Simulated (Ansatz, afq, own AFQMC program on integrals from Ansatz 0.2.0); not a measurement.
# NHBr (quartet): AFQMC on the coupled-cluster ladder at distance Br1–H2 along a hydrogen transfer = 1.923 Å, cc-pVTZ

Aim: compute NHBr (quartet) with auxiliary-field quantum Monte Carlo on the same integrals as coupled cluster, and set the energies side by side.

Computed with Ansatz 0.2.0, Gaussian basis, and an in-house AFQMC program (afq) on its integrals; all values are calculated. Level: cc-pVTZ, frozen cores.

The runs, in order: PBE (unrestricted); CCSD(T) on UHF; r2SCAN (unrestricted); PBE0 (unrestricted); B3LYP (unrestricted); CCSDT(Q) on UHF; CCSD(T) on UHF; CCSD(T) on UHF; wB97M-V (unrestricted); B2PLYP (unrestricted); Phaseless AFQMC, CISD trial on UHF.

## 1. The system

The geometry derives from fragments relaxed apart (PBE0/def2-TZVP) and kept rigid, so it is no stationary point. A hydrogen atom is moved between rigid fragments. No spin-orbit coupling is included. The filled d shell of Br may be among the frozen orbitals whatever the setting's name suggests; the logs give the count.

3 atoms, charge 0, spin multiplicity 4.

Atoms are counted from 1 here; the program's logs count them from 0.

Bond lengths: H2–N3 1.241 Å.

## 2. PBE (unrestricted)

in.yaml

```yaml
crystal:
  periodic: [false, false, false]
  atoms:
    - {symbol: Br, position_ang: [0.000000, 0.000000, -1.695667]}
    - {symbol: H, position_ang: [0.000000, 0.000000, 0.227333]}
    - {symbol: N, position_ang: [0.000000, 0.000000, 1.468333]}
basis:
  gaussian: {orbitals: cc-pVTZ}
magnetization: {spin_polarized: true, initial_magnetization: 3}
hamiltonian: {xc: {name: PBE}}
output: {orbitals: {seedname: orbitals}}
```

Started as:

```console
$ ansatz run in.yaml --threads 1 --pin off --events-out ev --progress --plain --max-ram 5120MiB --backend cpu
```

Standard output:

```text
Functional definition: PBE
  name "PBE"
  cite "Perdew, Burke & Ernzerhof, Phys. Rev. Lett. 77, 3865 (1996) doi:10.1103/PhysRevLett.77.3865"
  parent pbe
  parameter kappa = 0.804
  parameter beta = 0.06672455060314922
  exchange = pbe_x(kappa = kappa, mu = beta*pi^2/3)
  correlation = pbe_c(beta = beta)
609 factors; their error is unknown
mean field evaluation 1: about -71497.5660 eV, gradient 7.7e1 eV
mean field evaluation 2: about -71195.3787 eV, gradient 1.5e2 eV
mean field evaluation 4: about -71536.2818 eV, gradient 1.2e1 eV
mean field evaluation 8: about -71537.1733 eV, gradient 2.1e-1 eV
mean field evaluation 16: about -71537.1653 eV, gradient 2.4e-5 eV
mean field evaluation 32: about -71536.2158 eV, gradient 6.5e-5 eV
mean field -71537.16534987 eV, -2628.9423369754 hartree, gradient 2.4e-5 eV, S^2 3.759370; 5 other end points of the search recorded, 0 dependent functions left out
reference -71537.16537251 eV, -2628.9423378076 hartree; 23, 20 occupied and 64, 67 virtual orbitals, 609 factors
Total energy: -71537.16537251 eV, -2628.9423378076 hartree
```

Run time: 3 s. Hardware: 1 thread of AMD EPYC 7R13 (Zen 3), shared host; peak memory 1.7 GiB.

From the report: ⟨S²⟩ of the determinant 3.759 (pure quartet: 3.75).

## 3. CCSD(T) on UHF

in.yaml: that of step 2 with these lines changed.

```diff
@@ -9,3 +9,2 @@
 magnetization: {spin_polarized: true, initial_magnetization: 3}
-hamiltonian: {xc: {name: PBE}}
-output: {orbitals: {seedname: orbitals}}
+correlation: {method: ccsd_t, electrons: outside_noble_gas, hamiltonian_folder: ham}
```

Started as:

```console
$ ansatz run in.yaml --threads 1 --pin off --events-out ev --progress --plain --max-ram 15360MiB --backend cuda --devices 0, --max-vram 18GiB
```

Standard output, shortened:

```text
Functional definition: HF
  name "HF"
  cite "Fock, Z. Phys. 61, 126 (1930) doi:10.1007/BF01340294"
  parent pbe
[...]
536 factors; integrals over basis functions are off by at most 1.2e-3 eV
[...]
mean field -71495.20372901 eV, -2627.4002758515 hartree, gradient 2.0e-6 eV, S^2 3.852541; 7 other end points of the search recorded, 0 dependent functions left out
determinant -71495.20372901 eV, -2627.4002758515 hartree, with singles and doubles -71503.97739213 eV, -2627.7227020240 hartree
determinant -71494.54327005 eV, -2627.3760044324 hartree, with singles and doubles -71503.31081687 eV, -2627.6982058352 hartree
15 core orbitals not correlated: weight in the atoms' cores, before any rotation towards them, 1.000 or more for the frozen orbitals, at most 0.000 for the correlated occupied ones
reference -71495.20372901 eV, -2627.4002758515 hartree; 8, 5 occupied and 64, 67 virtual orbitals, 536 factors
second order -7.63571646 eV of doubles, -0.00000000 eV of singles
cycle   1  -8.71536070 eV  change   -6.2e-1 eV  update   1.7e-2
[...]
cycle  10  -8.73785788 eV  change    5.5e-6 eV  update   8.1e-6
perturbative correction -0.30403529 eV, -0.0111730907 hartree
Total energy: -71504.24562218 eV, -2627.7325592967 hartree
```

Wall time 4.3 s (1 × NVIDIA H100 80GB HBM3 with 1 thread of AMD EPYC 7R13 (Zen 3), shared host); peak host memory 1.7 GiB.

From the report: ⟨S²⟩ of the determinant 3.853 (pure quartet: 3.75); correlation -9.0419 eV; T1 0.020; largest double amplitude 0.06.

This run also writes the integrals to the folder ham.

## 4. r2SCAN (unrestricted)

in.yaml: that of step 3 with these lines changed.

```diff
@@ -9,2 +9,2 @@
 magnetization: {spin_polarized: true, initial_magnetization: 3}
-correlation: {method: ccsd_t, electrons: outside_noble_gas, hamiltonian_folder: ham}
+hamiltonian: {xc: {name: r2SCAN}}
```

Started as:

```console
$ ansatz run in.yaml --threads 1 --pin off --events-out ev --progress --plain --max-ram 5120MiB --backend cpu
```

Standard output, shortened:

```text
Functional definition: r2SCAN
  name "r2SCAN"
  cite "Furness, Kaplan, Ning, Perdew & Sun, J. Phys. Chem. Lett. 11, 8208 (2020) doi:10.1021/acs.jpclett.0c02405"
  cite "Furness, Kaplan, Ning, Perdew & Sun, J. Phys. Chem. Lett. 11, 9248 (2020) doi:10.1021/acs.jpclett.0c03077"
  parent r2scan
[...]
609 factors; their error is unknown
[...]
mean field -71548.38300496 eV, -2629.3545781963 hartree, gradient 2.0e-5 eV, S^2 3.770465; 4 other end points of the search recorded, 0 dependent functions left out
reference -71548.38301231 eV, -2629.3545784666 hartree; 23, 20 occupied and 64, 67 virtual orbitals, 609 factors
Total energy: -71548.38301231 eV, -2629.3545784666 hartree
```

Run time: 6.5 s. Hardware: 1 thread of AMD EPYC 7R13 (Zen 3), shared host; peak memory 1.7 GiB.

From the report: ⟨S²⟩ of the determinant 3.770 (pure quartet: 3.75).

## 5. PBE0 (unrestricted)

in.yaml: that of step 4 with these lines changed.

```diff
@@ -9,2 +9,3 @@
 magnetization: {spin_polarized: true, initial_magnetization: 3}
-hamiltonian: {xc: {name: r2SCAN}}
+hamiltonian: {xc: {name: PBE0}}
+output: {orbitals: {seedname: orbitals}}
```

The command is unchanged.

Standard output:

```text
Functional definition: PBE0
  name "PBE0"
  cite "Adamo & Barone, J. Chem. Phys. 110, 6158 (1999) doi:10.1063/1.478522"
  cite "Perdew, Burke & Ernzerhof, Phys. Rev. Lett. 77, 3865 (1996) doi:10.1103/PhysRevLett.77.3865"
  parent pbe
  parameter a = 0.25
  parameter kappa = 0.804
  parameter beta = 0.06672455060314922
  exchange = (1 - a)*pbe_x(kappa = kappa, mu = beta*pi^2/3) + a*exact_x
  correlation = pbe_c(beta = beta)
651 factors; their error is unknown
mean field evaluation 1: about -71537.7268 eV, gradient 1.5e1 eV
mean field evaluation 2: about -71535.6780 eV, gradient 2.4e1 eV
mean field evaluation 4: about -71539.3842 eV, gradient 1.5e0 eV
mean field evaluation 8: about -71539.3936 eV, gradient 4.9e-2 eV
mean field evaluation 16: about -71539.6179 eV, gradient 2.5e-5 eV
mean field -71539.61794302 eV, -2629.0324681112 hartree, gradient 2.4e-5 eV, S^2 3.770966; 1 other end points of the search recorded, 0 dependent functions left out
reference -71539.61796021 eV, -2629.0324687431 hartree; 23, 20 occupied and 64, 67 virtual orbitals, 651 factors
Total energy: -71539.61796021 eV, -2629.0324687431 hartree
```

Wall time 2.1 s (1 thread of AMD EPYC 7R13 (Zen 3), shared host); peak memory 1.7 GiB.

From the report: ⟨S²⟩ of the determinant 3.771 (pure quartet: 3.75).

## 6. B3LYP (unrestricted)

in.yaml: that of step 5 with these lines changed.

```diff
@@ -9,3 +9,2 @@
 magnetization: {spin_polarized: true, initial_magnetization: 3}
-hamiltonian: {xc: {name: PBE0}}
-output: {orbitals: {seedname: orbitals}}
+hamiltonian: {xc: {name: B3LYP}}
```

Same command.

Standard output, shortened:

```text
Functional definition: B3LYP
  name "B3LYP"
  cite "Stephens, Devlin, Chabalowski & Frisch, J. Phys. Chem. 98, 11623 (1994) doi:10.1021/j100096a001"
  cite "Becke, Phys. Rev. A 38, 3098 (1988) doi:10.1103/PhysRevA.38.3098"
  cite "Lee, Yang & Parr, Phys. Rev. B 37, 785 (1988) doi:10.1103/PhysRevB.37.785"
  cite "Vosko, Wilk & Nusair, Can. J. Phys. 58, 1200 (1980) doi:10.1139/p80-159"
[...]
639 factors; their error is unknown
[...]
mean field -71550.35478320 eV, -2629.4270397104 hartree, gradient 1.2e-5 eV, S^2 3.767136; 1 other end points of the search recorded, 0 dependent functions left out
reference -71550.35494998 eV, -2629.4270458392 hartree; 23, 20 occupied and 64, 67 virtual orbitals, 639 factors
Total energy: -71550.35494998 eV, -2629.4270458392 hartree
```

Wall time 1.9 s (1 thread of AMD EPYC 7R13 (Zen 3), shared host); peak memory 1.7 GiB.

From the report: ⟨S²⟩ of the determinant 3.767 (pure quartet: 3.75).

## 7. CCSDT(Q) on UHF

in.yaml: that of step 6 with these lines changed.

```diff
@@ -9,2 +9,2 @@
 magnetization: {spin_polarized: true, initial_magnetization: 3}
-hamiltonian: {xc: {name: B3LYP}}
+correlation: {method: ccsdt_q, electrons: outside_noble_gas}
```

Started as:

```console
$ ansatz run in.yaml --threads 1 --pin off --events-out ev --progress --plain --max-ram 15360MiB --backend cuda --devices 0, --max-vram 18GiB
```

Standard output, shortened:

```text
Functional definition: HF
  name "HF"
  cite "Fock, Z. Phys. 61, 126 (1930) doi:10.1007/BF01340294"
  parent pbe
[...]
974 factors; integrals over basis functions are off by at most 2.1e-7 eV
[...]
mean field -71495.20375420 eV, -2627.4002767770 hartree, gradient 2.0e-6 eV, S^2 3.852541; 7 other end points of the search recorded, 0 dependent functions left out
determinant -71495.20375420 eV, -2627.4002767770 hartree, with singles and doubles -71503.97744003 eV, -2627.7227037844 hartree
determinant -71494.54329312 eV, -2627.3760052801 hartree, with singles and doubles -71503.31086773 eV, -2627.6982077043 hartree
15 core orbitals not correlated: weight in the atoms' cores, before any rotation towards them, 1.000 or more for the frozen orbitals, at most 0.000 for the correlated occupied ones
reference -71495.20375420 eV, -2627.4002767770 hartree; 8, 5 occupied and 64, 67 virtual orbitals, 974 factors
second order -7.63574583 eV of doubles, -0.00000000 eV of singles
cycle   1  -8.38385254 eV  change   -7.5e-1 eV  update   7.9e-2
[...]
cycle  19  -9.07892943 eV  change    5.7e-7 eV  update   1.5e-6
perturbative correction -0.01306606 eV, -0.0004801690 hartree
Total energy: -71504.29574969 eV, -2627.7344014487 hartree
```

It took 11 s on 1 × NVIDIA H100 80GB HBM3 with 1 thread of AMD EPYC 7R13 (Zen 3), shared host; peak host memory 1.7 GiB.

From the report: ⟨S²⟩ of the determinant 3.853 (pure quartet: 3.75); correlation -9.0920 eV; T1 0.021; largest double amplitude 0.08.

## 8. CCSD(T) on UHF

in.yaml: that of step 7 with these lines changed.

```diff
@@ -7,4 +7,4 @@
 basis:
-  gaussian: {orbitals: cc-pVTZ}
+  gaussian: {orbitals: def2-TZVPP}
 magnetization: {spin_polarized: true, initial_magnetization: 3}
-correlation: {method: ccsdt_q, electrons: outside_noble_gas}
+correlation: {method: ccsd_t, electrons: outside_noble_gas}
```

The command is unchanged.

Standard output, shortened:

```text
Functional definition: HF
  name "HF"
  cite "Fock, Z. Phys. 61, 126 (1930) doi:10.1007/BF01340294"
  parent pbe
[...]
598 factors; integrals over basis functions are off by at most 1.1e-3 eV
[...]
mean field -71493.98435715 eV, -2627.3554647621 hartree, gradient 2.0e-6 eV, S^2 3.853832; 7 other end points of the search recorded, 0 dependent functions left out
determinant -71493.98435715 eV, -2627.3554647621 hartree, with singles and doubles -71502.76569491 eV, -2627.6781729726 hartree
determinant -71493.33475655 eV, -2627.3315923803 hartree, with singles and doubles -71502.10799843 eV, -2627.6540030729 hartree
15 core orbitals not correlated: weight in the atoms' cores, before any rotation towards them, 1.000 or more for the frozen orbitals, at most 0.000 for the correlated occupied ones
reference -71493.98435715 eV, -2627.3554647621 hartree; 8, 5 occupied and 70, 73 virtual orbitals, 598 factors
second order -7.63508813 eV of doubles, -0.00000000 eV of singles
cycle   1  -8.72053343 eV  change   -5.8e-1 eV  update   1.7e-2
[...]
cycle  10  -8.74206331 eV  change    2.8e-6 eV  update   8.4e-6
perturbative correction -0.30851762 eV, -0.0113378133 hartree
Total energy: -71503.03493807 eV, -2627.6880674764 hartree
```

Run time: 3 s. Hardware: 1 × NVIDIA H100 80GB HBM3 with 1 thread of AMD EPYC 7R13 (Zen 3), shared host; peak host memory 1.7 GiB.

From the report: ⟨S²⟩ of the determinant 3.854 (pure quartet: 3.75); correlation -9.0506 eV; T1 0.020; largest double amplitude 0.06.

## 9. CCSD(T) on UHF

in.yaml: that of step 8 with these lines changed.

```diff
@@ -7,3 +7,3 @@
 basis:
-  gaussian: {orbitals: def2-TZVPP}
+  gaussian: {orbitals: "def2-QZVPP.json"}
 magnetization: {spin_polarized: true, initial_magnetization: 3}
```

The command is unchanged.

Standard output, shortened:

```text
Functional definition: HF
  name "HF"
  cite "Fock, Z. Phys. 61, 126 (1930) doi:10.1007/BF01340294"
  parent pbe
[...]
1136 factors; integrals over basis functions are off by at most 5.3e-4 eV
[...]
mean field -71495.38401678 eV, -2627.4069013050 hartree, gradient 3.0e-6 eV, S^2 3.854298; 7 other end points of the search recorded, 0 dependent functions left out
determinant -71495.38401678 eV, -2627.4069013050 hartree, with singles and doubles -71504.91735502 eV, -2627.7572450234 hartree
determinant -71494.74387336 eV, -2627.3833764680 hartree, with singles and doubles -71504.28091772 eV, -2627.7338563839 hartree
15 core orbitals not correlated: weight in the atoms' cores, before any rotation towards them, 1.000 or more for the frozen orbitals, at most 0.000 for the correlated occupied ones
reference -71495.38401678 eV, -2627.4069013050 hartree; 8, 5 occupied and 153, 156 virtual orbitals, 1136 factors
second order -8.37300726 eV of doubles, -0.00000000 eV of singles
cycle   1  -9.37310568 eV  change    -1.1e0 eV  update   2.2e-2
[...]
cycle  10  -9.40852707 eV  change   -1.0e-6 eV  update   7.5e-6
perturbative correction -0.36774114 eV, -0.0135142376 hartree
Total energy: -71505.16028500 eV, -2627.7661725352 hartree
```

Run time: 7.5 s. Hardware: 1 × NVIDIA H100 80GB HBM3 with 1 thread of AMD EPYC 7R13 (Zen 3), shared host; peak host memory 1.7 GiB.

From the report: ⟨S²⟩ of the determinant 3.854 (pure quartet: 3.75); correlation -9.7763 eV; T1 0.020; largest double amplitude 0.07.

## 10. wB97M-V (unrestricted)

in.yaml: that of step 9 with these lines changed.

```diff
@@ -7,4 +7,5 @@
 basis:
-  gaussian: {orbitals: "def2-QZVPP.json"}
+  gaussian: {orbitals: cc-pVTZ}
 magnetization: {spin_polarized: true, initial_magnetization: 3}
-correlation: {method: ccsd_t, electrons: outside_noble_gas}
+hamiltonian: {xc: {name: wB97M-V}}
+output: {orbitals: {seedname: orbitals}}
```

Started as:

```console
$ ansatz run in.yaml --threads 1 --pin off --events-out ev --progress --plain --max-ram 5120MiB --backend cpu
```

Standard output, shortened:

```text
Functional definition: wB97M-V
  name "wB97M-V"
  cite "Mardirossian & Head-Gordon, J. Chem. Phys. 144, 214110 (2016) doi:10.1063/1.4952647"
  cite "Becke, J. Chem. Phys. 107, 8554 (1997) doi:10.1063/1.475007"
  cite "Vydrov & Van Voorhis, J. Chem. Phys. 133, 244103 (2010) doi:10.1063/1.3521275"
  # Of w^i u^j: cxij and so on, Table III.
[...]
  gx(w, u) = 1 - cx + cx01*u + cx10*w
  gss(w, u) = css00 + css04*u^4 + css10*w + css20*w^2 + css43*w^4*u^3
  gos(w, u) = cos00 + cos10*w + (cos20 + cos21*u)*w^2 + (cos60 + cos61*u)*w^6
[...]
      + integral(e_c_pw_mod_opposite_spin*gos(b97_w_opposite, b97_u_opposite)) + vv10(b, c)
631 factors; their error is unknown
99 factors; integrals over basis functions are off by at most 1.2e-4 eV
[...]
mean field -71544.83821485 eV, -2629.2243095625 hartree, gradient 1.5e-5 eV, S^2 3.774707; 1 other end points of the search recorded, 0 dependent functions left out
reference -71544.83824150 eV, -2629.2243105421 hartree; 23, 20 occupied and 64, 67 virtual orbitals, 631 factors
Total energy: -71544.83824150 eV, -2629.2243105421 hartree
```

Run time: 15 s. Hardware: 1 thread of AMD EPYC 7R13 (Zen 3), shared host; peak memory 1.7 GiB.

From the report: ⟨S²⟩ of the determinant 3.775 (pure quartet: 3.75).

## 11. B2PLYP (unrestricted)

in.yaml: that of step 10 with these lines changed.

```diff
@@ -9,3 +9,3 @@
 magnetization: {spin_polarized: true, initial_magnetization: 3}
-hamiltonian: {xc: {name: wB97M-V}}
-output: {orbitals: {seedname: orbitals}}
+hamiltonian: {xc: {name: B2PLYP}}
+correlation: {electrons: outside_noble_gas}
```

The command is unchanged.

Standard output, shortened:

```text
Functional definition: B2PLYP
  name "B2PLYP"
  cite "Grimme, J. Chem. Phys. 124, 034108 (2006) doi:10.1063/1.2148954"
  cite "Becke, Phys. Rev. A 38, 3098 (1988) doi:10.1103/PhysRevA.38.3098"
  cite "Lee, Yang & Parr, Phys. Rev. B 37, 785 (1988) doi:10.1103/PhysRevB.37.785"
[...]
536 factors; integrals over basis functions are off by at most 1.2e-3 eV
[...]
mean field -71534.33621065 eV, -2628.8383680268 hartree, gradient 2.9e-6 eV, S^2 3.792094; 4 other end points of the search recorded, 0 dependent functions left out
15 core orbitals not correlated: weight in the atoms' cores, before any rotation towards them, 1.000 or more for the frozen orbitals, at most 0.000 for the correlated occupied ones
reference -71534.33631749 eV, -2628.8383719533 hartree; 8, 5 occupied and 64, 67 virtual orbitals, 536 factors
second order -9.46760766 eV of doubles, -0.00000000 eV of singles
Total energy: -71536.89257156 eV, -2628.9323125575 hartree
```

It took 3.9 s on 1 thread of AMD EPYC 7R13 (Zen 3), shared host; peak memory 1.7 GiB.

From the report: ⟨S²⟩ of the determinant 3.792 (pure quartet: 3.75).

## 12. Phaseless AFQMC, CISD trial on UHF

It reads the integrals that the CCSD(T) run on this determinant wrote.

Started as:

```console
$ afq ham --method phaseless --trial cisd --walkers 2600 --populations 20 --least-time 60 --time-step 0.005 --steps-per-block 50 --equilibration-blocks 28 --max-blocks 4000 --target-error 0.00021 --factor-cut 1e-05 --start spin_pure --seed 6481 --release-times 0.24,0.51,0.99,1.62,2.4 --release-step 0.03 --release-every 3 --taylor-order 6
```

Standard output:

```text
orbitals 72  electrons 8 5  factors 472 of 536
reference energy -2627.40027585 Eh
CCSD correlation -0.32111051 Eh in 13 cycles, weight of the determinant in the CISD state 0.8704
energy of the start -2627.716062 Eh
 block  time / (1/Eh)  mean weight  energy / Eh
     1     0.250  0.9997  -2627.715750
     2     0.500  1.0000  -2627.720879
     3     0.750  1.0007  -2627.725010
     4     1.000  1.0000  -2627.727790
     5     1.250  0.9998  -2627.730301
     6     1.500  0.9998  -2627.731072
     7     1.750  1.0003  -2627.732275
     8     2.000  0.9995  -2627.731964
     9     2.250  1.0003  -2627.733094
    10     2.500  0.9999  -2627.733278
    11     2.750  0.9999  -2627.732974
    13     3.250  0.9999  -2627.733534
    15     3.750  1.0008  -2627.733140
    17     4.250  1.0000  -2627.733291
    19     4.750  0.9999  -2627.733816
    21     5.250  1.0001  -2627.732878
    23     5.750  1.0002  -2627.734313
    25     6.250  1.0001  -2627.734465
    27     6.750  0.9996  -2627.734763
    29     7.250  1.0001  -2627.733286
    31     7.750  1.0000  -2627.733463
    33     8.250  0.9999  -2627.732927
    35     8.750  1.0008  -2627.732920
    37     9.250  0.9999  -2627.733855
    39     9.750  0.9999  -2627.734549
    41    10.250  1.0003  -2627.734452
    43    10.750  0.9999  -2627.735393
    45    11.250  0.9996  -2627.733642
    47    11.750  1.0002  -2627.732512
    49    12.250  1.0001  -2627.734102
    51    12.750  0.9997  -2627.733263
    53    13.250  0.9998  -2627.732533
    55    13.750  0.9995  -2627.733327
    57    14.250  1.0001  -2627.734332
    59    14.750  0.9993  -2627.733869
    61    15.250  0.9998  -2627.732851
    63    15.750  0.9997  -2627.732523
    65    16.250  0.9998  -2627.733418
    67    16.750  1.0001  -2627.733129
    69    17.250  1.0000  -2627.733407
    71    17.750  1.0000  -2627.733508
    73    18.250  1.0002  -2627.733583
    75    18.750  0.9997  -2627.733939
    77    19.250  0.9999  -2627.733773
    79    19.750  0.9996  -2627.733134
    81    20.250  1.0003  -2627.732888
    83    20.750  1.0001  -2627.734242
    85    21.250  1.0004  -2627.733668
    87    21.750  0.9994  -2627.733657
    89    22.250  1.0001  -2627.733096
    91    22.750  1.0001  -2627.732677
    93    23.250  1.0000  -2627.732818
    95    23.750  0.9998  -2627.733860
    97    24.250  0.9993  -2627.734082
    99    24.750  0.9999  -2627.732784
   101    25.250  1.0000  -2627.733366
   103    25.750  0.9991  -2627.734296
   105    26.250  0.9997  -2627.733289
   107    26.750  1.0002  -2627.733269
   109    27.250  0.9993  -2627.732967
   111    27.750  1.0002  -2627.733305
   113    28.250  0.9998  -2627.733816
error from the spread of 20 populations
released: time / (1/Eh)  energy / Eh  error  mean overlap
  0.24  -2627.733853  0.000091  0.9976
  0.51  -2627.734094  0.000064  0.9943
  0.99  -2627.734297  0.000097  0.9871
  1.62  -2627.734022  0.000402  0.9765
  2.40  -2627.734350  0.000185  0.9705
energy -2627.733458 +/- 0.000095 Eh
```

Wall time 4 min (1 × NVIDIA H100 80GB HBM3 with 2 threads of AMD EPYC 7R13 (Zen 3), shared host); peak host memory 1.7 GiB.

Energy -71504.2701 ± 0.0026 eV. Caveats: constraint bias not in the error.

## 13. AFQMC on the ladder

On the UHF determinant, counted from CCSDT(Q) (a yardstick, not exact):

```csv
level,energy (eV),from CCSDT(Q) (kcal/mol),statistical error (kcal/mol),time
HF,-71495.2037,+209.67,,
MP2,-71502.8394,+33.58,,
CCSD,-71503.9416,+8.17,,
CCSD(T),-71504.2456,+1.16,,
CCSDT(Q),-71504.2957,0.00,,
"Phaseless AFQMC, CISD trial, step 0.005, 2600 walkers",-71504.2701,+0.59,0.06,4 min
```

The functionals' totals stand on their own zeros and serve differences with other points: PBE -71537.165 eV; r2SCAN -71548.383 eV; PBE0 -71539.618 eV; B3LYP -71550.355 eV; wB97M-V -71544.838 eV; B2PLYP -71536.893 eV.

## 14. Outcome

```
                                        quantity                  value
                    CCSD(T) on UHF from CCSDT(Q)         +1.16 kcal/mol
Phaseless AFQMC, CISD trial on UHF from CCSDT(Q)  +0.59 ± 0.06 kcal/mol
```

In words: On UHF the phaseless walk with the CISD trial lies +0.59 kcal/mol from CCSDT(Q), 10 times its error bar. Error bars are statistical and leave out the constraint, the time step and what remains of the start.
